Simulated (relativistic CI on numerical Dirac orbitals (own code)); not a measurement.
# Er XL (Er³⁹⁺): levels and lines

Aim: the low levels of Er³⁹⁺, their labels and the strongest lines; runs with one setting changed show what the result hangs on.

The numbers are computed with relativistic CI on numerical Dirac orbitals (own code) version 2 (Dirac-Coulomb-Breit CI, KLI orbitals optimised for each configuration, model QED (radiative potential, 1s self-energy scaled to tabulated hydrogen-like ionisation energies)), except any that are marked as measured or tabulated.

### 1 The atom as given

```
ion                       : Er³⁹⁺ (Er XL)
nuclear charge            : 68
electrons                 : 29
isotope                   : A = 166
first configuration typed : [Ar] 3d10 4s
```

Outer shells as boxes (Hund's rule):

first configuration typed
```
[Ar] core
3d [↑↓][↑↓][↑↓][↑↓][↑↓]
4s [↑ ]
```

### 2 CI with the chosen configurations

The run's settings:

```ini
atom Er  Z=68  charge=39  electrons=29
nucleus A=166  rms_radius_fm=5.2516
hamiltonian dirac-coulomb  breit=on  qed=on  c_scale=1
orbitals kli  potential=per-configuration
slater_scale 1
correlation none
mixing on
configurations
  [Ar] 3d10 4s
  [Ar] 3d10 4p
  [Ar] 3d10 4d
  [Ar] 3d10 4f
  [Ar] 3d10 5s
  [Ar] 3d10 5p
  [Ar] 3d10 5d
  [Ar] 3d10 5f
  [Ar] 3d10 5g
  [Ar] 3d9 4p2
  [Ar] 3d10 6s
  [Ar] 3d10 6p
  [Ar] 3d10 6d
  [Ar] 3d8 4s 4p2
  [Ar] 3d9 4s2
  [Ar] 3d9 4p 4d
end
```

### 3 Slater integrals scaled by 0.9

Changes to the settings of step 2:

```diff
@@ -4,3 +4,3 @@
 orbitals kli  potential=per-configuration
-slater_scale 1
+slater_scale 0.9
 correlation none
```

### 4 The first configuration alone

The run's settings:

```ini
atom Er  Z=68  charge=39  electrons=29
nucleus A=166  rms_radius_fm=5.2516
hamiltonian dirac-coulomb  breit=on  qed=on  c_scale=1
orbitals kli  potential=per-configuration
slater_scale 1
correlation none
mixing on
configurations
  [Ar] 3d10 4s
end
```

### 5 The first 3 configurations alone

Changes to the settings of step 4:

```diff
@@ -9,2 +9,4 @@
   [Ar] 3d10 4s
+  [Ar] 3d10 4p
+  [Ar] 3d10 4d
 end
```

(Steps that only read results are left out.)

Before running it: what results should come out? Wanted: lowest level; first excitation; lowest level of the other parity; fastest E1 line; ionisation energy.

**Answer**, as computed:

| run | time | mean size of shift, levels followed (cm⁻¹) | lowest level | ionisation energy (eV) |
| --- | --- | --- | --- | --- |
| main run | 0.79 s | 0 | 4s 2S1/2 | 1857.7 |
| Slater integrals scaled by 0.9 | 0.79 s | 44.9 | 4s 2S1/2 | 1857.7 |
| the first configuration alone | 0.042 s | - | 4s 2S1/2 | - |
| the first 3 configurations alone | 0.096 s | 205 | 4s 2S1/2 | - |

The semi-empirical ionisation energy (NIST) is 1858.5 eV.

| quantity | value |
| --- | --- |
| lowest level | 4s 2S1/2 |
| first excitation | 4p 2P°1/2, 672653 cm⁻¹ |
| lowest level of the other parity | 4p 2P°1/2, 672653 cm⁻¹ |
| levels in the model | 358 |
| fastest E1 line (by rate) to the lowest level among the lowest 147 of 358 levels | 1.512 nm, from 5p 2P°3/2 |
| ionisation energy | 1857.7 eV |
| ionisation energy, semi-empirical (NIST) | 1858.5 eV |

What this shows: The lowest level is 4s 2S1/2, 100 % pure in LS and 100 % in jj coupling; over the low levels the means are 100 and 100 %, so both schemes do about equally well. Against the semi-empirical ionisation energy the result lies 0.045 % low. Of the changes tried, the run «the first 3 configurations alone» moves the low levels most, by 205 cm⁻¹ on average. Lifetimes count radiative decay inside the model alone.
